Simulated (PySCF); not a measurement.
**WS2F2: geometry, NMR shifts and electronic excitations**

What NMR shifts and electronic excitations should WS2F2 (`[F][W]([F])(=[S])=[S]`) show?

The runs use PySCF 2.14.0, with density-fitted response routines of our own; the level of theory stands in each step. All values are computed, except where a source is named. Atoms are numbered from 0 throughout.

## 1. The starting structure

5 atoms, charge 0, multiplicity 1; geometry from: GFN2-xTB.

Bonds of the start (Å): W0–S1 2.17, W0–S2 2.17, W0–F3 1.83, W0–F4 1.83.

## 2. Geometry optimisation at PBE0-D3(BJ)/def2-SVP

The job: settings as JSON, then the geometry in Å.

```
{"job": {"xc": "PBE0", "basis": "def2-SVP", "d3": "d3bj", "grid": 1, "maxiter": 40, "kind": "geom"}, "charge": 0, "multiplicity": 1}
W     -0.053050     0.000130    -0.039810
S     -0.043840    -0.018400     2.132320
S      1.992880     0.012510    -0.769940
F     -0.952630     1.469350    -0.648540
F     -0.943360    -1.463580    -0.674030
```

The log of the run:

```text
step   0  E = -1062.47785774  max force = 0.032638
step   1  E = -1062.48190142  max force = 0.024525
step   2  E = -1062.48315603  max force = 0.003457
step   3  E = -1062.48338318  max force = 0.001404
step   4  E = -1062.48343281  max force = 0.000363
step   5  E = -1062.48343417  max force = 0.000071
optimisation converged
```

Wall time 52 s (1 thread, shared host).

Relaxation path:

```tsv
step	energy from step 0 (eV)	largest force component (eV/Å)
0	0.0000	1.6783
1	-0.1100	1.2611
2	-0.1442	0.1778
3	-0.1504	0.0722
4	-0.1517	0.0187
5	-0.1517	0.0037
```

Distances of close pairs at the start and the end, largest changes first:

```tsv
bond	before (Å)	after (Å)	change (Å)
W0–S2	2.172	2.115	-0.057
W0–S1	2.172	2.117	-0.055
W0–F4	1.827	1.851	+0.024
W0–F3	1.827	1.851	+0.024
```

The end geometry stands in the next job.

```tsv
at the end point	value
point group (found at 0.08 Å tolerance)	C2v
rotational constants (GHz, main isotopes)	2.249, 1.810, 1.599
dipole moment (D)	0.66
```

## 3. Nuclear shieldings: PBE0/def2-TZVP+pcSseg-1

The job: settings as JSON, then the geometry in Å.

```
{"job": {"kind": "nmr", "xc": "PBE0", "basis": {"default": "pcSseg-1", "W": "def2-TZVP"}}, "charge": 0, "multiplicity": 1}
W     -0.093078     0.000592    -0.061743
S     -0.039426    -0.019880     2.054418
S      1.911743     0.010845    -0.735221
F     -0.893406     1.575991    -0.613426
F     -0.885832    -1.567538    -0.644028
```

Method: GIAO PBE0/pcSseg-1 W:def2-TZVP NMR shielding, scalar relativity only through core potentials, gas phase.

The log of the run:

```text
coarse grid: 32168 points
cycle   1  E = -1062.4902087114  dE = -1.954e+01  |g| = 1.330e+00  |ddm| = 7.554e+00
cycle   2  E = -1058.3786814659  dE =  4.112e+00  |g| = 4.554e+00  |ddm| = 3.682e+00
cycle   3  E = -1062.7540615986  dE = -4.375e+00  |g| = 7.360e-01  |ddm| = 3.141e+00
cycle   4  E = -1062.8154695646  dE = -6.141e-02  |g| = 4.223e-01  |ddm| = 7.251e-01
cycle   5  E = -1062.8592720228  dE = -4.380e-02  |g| = 5.096e-02  |ddm| = 3.019e-01
cycle   6  E = -1062.8598037178  dE = -5.317e-04  |g| = 1.351e-02  |ddm| = 4.872e-02
cycle   7  E = -1062.8598403862  dE = -3.667e-05  |g| = 4.068e-03  |ddm| = 1.127e-02
cycle   8  E = -1062.8598442505  dE = -3.864e-06  |g| = 4.901e-04  |ddm| = 3.695e-03
final grid: 62296 points
cycle   9  E = -1062.8597980901  dE =  3.147e-07  |g| = 1.437e-03  |ddm| = 1.645e-03
cycle  10  E = -1062.8597920183  dE =  6.072e-06  |g| = 5.050e-03  |ddm| = 4.828e-03
cycle  11  E = -1062.8597986114  dE = -6.593e-06  |g| = 2.378e-04  |ddm| = 3.768e-03
cycle  12  E = -1062.8597986264  dE = -1.507e-08  |g| = 6.170e-05  |ddm| = 2.758e-04
cycle  13  E = -1062.8597986276  dE = -1.176e-09  |g| = 1.355e-05  |ddm| = 7.361e-05
cycle  14  E = -1062.8597986276  dE = -3.160e-11  |g| = 7.889e-06  |ddm| = 1.527e-05
converged SCF energy = -1062.8597986276

GIAO shielding tensors (ppm)
atom      isotropic    diamagn.    paramagn.     s11        s22        s33       span
  0 W          nan         nan         nan        nan        nan        nan        nan
  1 S     -586.029    1058.343   -1644.372  -1254.930   -578.100     74.943   1329.873
  2 S     -587.199    1058.351   -1645.550  -1260.930   -574.532     73.864   1334.794
  3 F       90.817     470.267    -379.450   -118.228    101.733    288.946    407.174
  4 F       90.924     470.263    -379.339   -118.093    101.774    289.092    407.186
```

Wall time 14 s (1 thread, shared host).

Shifts follow as δ = σ(reference) − σ, with reference shieldings (ppm) from runs at the same level and on the same kind of geometry: ¹⁹F CFCl3 177.2, ³³S CS2 496. The references are single molecules in the gas phase, so shifts against H2O, NH3, PH3, H3PO4 or CFCl3 are not on the usual liquid scales and can be off by tens of ppm. Atoms listed in one row are averaged.

```tsv
atoms	environment	σ (ppm)	δ (ppm)
S1, S2	sulfur bonded to W	-587	1082
F3, F4	fluorine bonded to W	90.9	86.4
```

Atoms past Kr carry core potentials, so their printed shieldings have no meaning and are left out of the table.

The run also stored atomic charges by several schemes (e):

```tsv
atoms	Mulliken	ESP fit
W0	0.97	0.76
S1, S2	-0.16	-0.20
F3, F4	-0.33	-0.18
```

Mayer bond orders: W0–S1 2.15, W0–S2 2.15, W0–F3 1.01, W0–F4 1.01.

With diffuse functions Mulliken charges and Mayer bond orders lose their meaning; the other schemes are steadier.

## 4. Excited states and response: B3LYP/def2-SVPD

The job: settings as JSON, then the geometry in Å.

```
{"job": {"kind": "uv", "xc": "B3LYP", "basis": "def2-SVPD", "ip": true, "nstates": 10}, "charge": 0, "multiplicity": 1}
W     -0.093078     0.000592    -0.061743
S     -0.039426    -0.019880     2.054418
S      1.911743     0.010845    -0.735221
F     -0.893406     1.575991    -0.613426
F     -0.885832    -1.567538    -0.644028
```

Method: TDDFT B3LYP/def2-SVPD, vertical, gas phase, core orbitals frozen in the response.

The log of the run:

```text
coarse grid: 32168 points
cycle   1  E = -1062.8633008344  dE = -1.225e+01  |g| = 9.435e-01  |ddm| = 7.600e+00
cycle   2  E = -1061.8163445320  dE =  1.047e+00  |g| = 2.548e+00  |ddm| = 2.516e+00
cycle   3  E = -1062.9507434008  dE = -1.134e+00  |g| = 5.488e-01  |ddm| = 2.046e+00
cycle   4  E = -1063.0170448749  dE = -6.630e-02  |g| = 2.656e-01  |ddm| = 7.507e-01
cycle   5  E = -1063.0351621005  dE = -1.812e-02  |g| = 5.564e-02  |ddm| = 2.922e-01
cycle   6  E = -1063.0357964049  dE = -6.343e-04  |g| = 9.034e-03  |ddm| = 6.700e-02
cycle   7  E = -1063.0358159631  dE = -1.956e-05  |g| = 1.354e-03  |ddm| = 1.397e-02
cycle   8  E = -1063.0358164133  dE = -4.503e-07  |g| = 6.111e-04  |ddm| = 2.636e-03
final grid: 62296 points
cycle   9  E = -1063.0358327242  dE =  5.219e-07  |g| = 1.557e-03  |ddm| = 3.606e-03
cycle  10  E = -1063.0358268830  dE =  5.841e-06  |g| = 4.356e-03  |ddm| = 7.902e-03
cycle  11  E = -1063.0358335449  dE = -6.662e-06  |g| = 4.030e-04  |ddm| = 5.831e-03
cycle  12  E = -1063.0358335787  dE = -3.387e-08  |g| = 1.579e-04  |ddm| = 4.815e-04
cycle  13  E = -1063.0358335853  dE = -6.614e-09  |g| = 3.923e-05  |ddm| = 1.898e-04
cycle  14  E = -1063.0358335857  dE = -3.172e-10  |g| = 1.019e-05  |ddm| = 3.975e-05
converged SCF energy = -1063.0358335857

Static polarisability (au): isotropic 81.378, principal 60.900 72.420 110.814

Singlet excitations
state   eV       nm        f      main configurations
  1   2.9937    414.2   0.00081   H->L+1 0.98
  2   3.1568    392.8   0.01945   H->L 0.89
  3   3.8074    325.6   0.00279   H-1->L 0.98
  4   3.9781    311.7   0.00000   H-2->L 0.95
  5   4.2471    291.9   0.00641   H-1->L+1 0.56, H->L+4 0.42
  6   4.2495    291.8   0.00000   H->L+2 0.96
  7   4.3914    282.3   0.00017   H->L+3 0.66, H-2->L+1 0.30
  8   4.6437    267.0   0.00778   H-2->L+1 0.37, H-3->L 0.31, H->L+3 0.29
  9   4.8618    255.0   0.00003   H-3->L+1 0.96
 10   4.8692    254.6   0.06028   H->L+4 0.45, H-1->L+1 0.22, H-2->L+2 0.14

Triplet excitations (Tamm-Dancoff, eV): 2.4818 2.7398 3.4277 3.4872
Vertical ionisation energy (delta-SCF) = 9.8435 eV
Vertical electron affinity (delta-SCF) = 1.6499 eV
```

It took 71 s on 1 thread, shared host.

The orbitals next to the gap, with their largest atomic shares:

```tsv
orbital	eV	atoms
HOMO−3	-9.62	S1 34 %, S2 34 %, W0 25 %
HOMO−2	-8.95	S2 31 %, S1 28 %, W0 27 %
HOMO−1	-8.69	S1 38 %, S2 35 %, W0 19 %
HOMO	-7.66	S1 46 %, S2 45 %, W0 7 %
LUMO	-3.62	W0 56 %, S2 15 %, S1 15 %
LUMO+1	-3.44	W0 52 %, S2 20 %, S1 19 %
LUMO+2	-2.20	W0 56 %, S1 14 %, S2 14 %
```

With each of the 10 states as a Gaussian band of 0.4 eV half-width at 1/e, the curve within the window shown has maxima at 393 nm (ε 820), 256 nm (ε 2,700) L/(mol cm). Beyond the last state computed it falls off for lack of states. The curve at chosen wavelengths:

| nm | ε (L/mol/cm) |
| --- | --- |
| 240 | 1449 |
| 251 | 2555 |
| 262 | 2543 |
| 273 | 1716 |
| 284 | 963 |
| 296 | 531 |
| 307 | 354 |
| 318 | 273 |
| 329 | 255 |
| 340 | 301 |
| 351 | 411 |
| 362 | 560 |
| 373 | 704 |
| 385 | 804 |
| 396 | 820 |
| 407 | 766 |
| 418 | 663 |
| 429 | 538 |
| 440 | 413 |
| 451 | 303 |
| 462 | 213 |
| 474 | 141 |
| 485 | 93 |
| 496 | 60 |
| 507 | 39 |
| 518 | 24 |

Further results of this job:

```tsv
property	computed
dipole moment (D)	0.38
polarisability (Å³)	12.06
HOMO–LUMO gap (eV)	4.05
−ε(HOMO) (eV)	7.66
```

## 5. Nuclear shieldings: wB97X-D/def2-TZVP+pcSseg-1

The job: settings as JSON, then the geometry in Å.

```
{"job": {"kind": "nmr", "xc": "wB97X-D", "basis": {"default": "pcSseg-1", "W": "def2-TZVP"}, "pop": false}, "charge": 0, "multiplicity": 1}
W     -0.093078     0.000592    -0.061743
S     -0.039426    -0.019880     2.054418
S      1.911743     0.010845    -0.735221
F     -0.893406     1.575991    -0.613426
F     -0.885832    -1.567538    -0.644028
```

Level: GIAO wB97X-D/pcSseg-1 W:def2-TZVP NMR shielding, scalar relativity only through core potentials, gas phase.

The log of the run:

```text
coarse grid: 32168 points
cycle   1  E = -1062.9141794016  dE = -1.980e+01  |g| = 1.378e+00  |ddm| = 7.508e+00
cycle   2  E = -1060.8253481561  dE =  2.089e+00  |g| = 3.579e+00  |ddm| = 3.113e+00
cycle   3  E = -1063.2825364075  dE = -2.457e+00  |g| = 3.814e-01  |ddm| = 2.262e+00
cycle   4  E = -1063.2947557807  dE = -1.222e-02  |g| = 2.176e-01  |ddm| = 3.258e-01
cycle   5  E = -1063.3053821543  dE = -1.063e-02  |g| = 2.212e-02  |ddm| = 1.578e-01
cycle   6  E = -1063.3054734600  dE = -9.131e-05  |g| = 4.594e-03  |ddm| = 2.054e-02
cycle   7  E = -1063.3054806534  dE = -7.193e-06  |g| = 1.437e-03  |ddm| = 7.367e-03
final grid: 62296 points
cycle   8  E = -1063.2963578398  dE = -3.749e-05  |g| = 2.288e-03  |ddm| = 3.587e-02
cycle   9  E = -1063.2963579547  dE = -1.149e-07  |g| = 2.354e-03  |ddm| = 6.181e-03
cycle  10  E = -1063.2963589713  dE = -1.017e-06  |g| = 1.363e-03  |ddm| = 2.469e-03
cycle  11  E = -1063.2963594007  dE = -4.293e-07  |g| = 2.259e-04  |ddm| = 1.167e-03
cycle  12  E = -1063.2963594322  dE = -3.155e-08  |g| = 5.475e-05  |ddm| = 5.478e-04
cycle  13  E = -1063.2963594357  dE = -3.455e-09  |g| = 4.416e-05  |ddm| = 1.815e-04
cycle  14  E = -1063.2963594362  dE = -5.832e-10  |g| = 1.077e-05  |ddm| = 4.657e-05
converged SCF energy = -1063.2963594362

GIAO shielding tensors (ppm)
atom      isotropic    diamagn.    paramagn.     s11        s22        s33       span
  0 W          nan         nan         nan        nan        nan        nan        nan
  1 S     -640.588    1058.769   -1699.357  -1359.505   -619.942     57.682   1417.187
  2 S     -642.051    1058.777   -1700.828  -1366.245   -616.311     56.403   1422.647
  3 F      113.598     470.966    -357.368    -95.294    120.387    315.701    410.995
  4 F      113.709     470.962    -357.253    -95.173    120.443    315.858    411.030
```

Run time: 18 s. Hardware: 1 thread, shared host.

Key values: δ S1 1135, F3 73.5 ppm (means over like atoms).

## 6. Comparing the runs: NMR shifts

Shifts (ppm), means over like atoms, with basis size and wall time:

```tsv
run	S1	F3	functions	time
PBE0/def2-TZVP+pcSseg-1	1082	86.4	122	14 s
wB97X-D/def2-TZVP+pcSseg-1	1135	73.5	122	18 s
```

## 7. Outcome

```
                                                                           quantity                         value
                                                                        point group                           C2v
                                               rotational constants (main isotopes)          2.25, 1.81, 1.60 GHz
  ³³S shifts against CS2 (PBE0/def2-TZVP+pcSseg-1, means over atoms taken as alike)                      1082 ppm
¹⁹F shifts against CFCl3 (PBE0/def2-TZVP+pcSseg-1, means over atoms taken as alike)                      86.4 ppm
                                                   lowest singlet (B3LYP/def2-SVPD)   2.99 eV (414 nm), f = 0.001
                                           brightest single state of those computed  state 10, 4.87 eV, f = 0.060
                                                                     lowest triplet                       2.48 eV
                                                  vertical ionisation energy (ΔSCF)                       9.84 eV
                                                  vertical electron affinity (ΔSCF)                       1.65 eV
                                                           range of the shift of S1              1082 to 1135 ppm
```

Relaxing lowered the energy by 0.152 eV in 5 steps; the close pair that moved most is W0–S2, from 2.172 to 2.115 Å. At PBE0/def2-TZVP+pcSseg-1: Shielding is most anisotropic at S1, S2 (span 1332 ppm, paramagnetic term -1645 ppm). The lowest singlet, at 2.99 eV, is HOMO→LUMO+1 0.98 and is dark; of the 10 states computed, the strongest absorption comes from state 10 at 4.87 eV (the last computed, so partners may be missing). The lowest triplet lies 0.51 eV below the lowest singlet (triplets in Tamm-Dancoff, singlets in full TDDFT). Spin-orbit coupling, left out, mixes singlets and triplets in elements this heavy. ΔSCF puts the ionisation energy at 9.84 eV, 2.18 eV above −ε(HOMO). In ppm, S1 (with its like atoms) moves most: its shift spreads over 53 ppm, from 1082 (PBE0/def2-TZVP+pcSseg-1) to 1135 (wB97X-D/def2-TZVP+pcSseg-1). Spin-orbit coupling is left out, which matters for shieldings and couplings at and beside the heavy atoms.
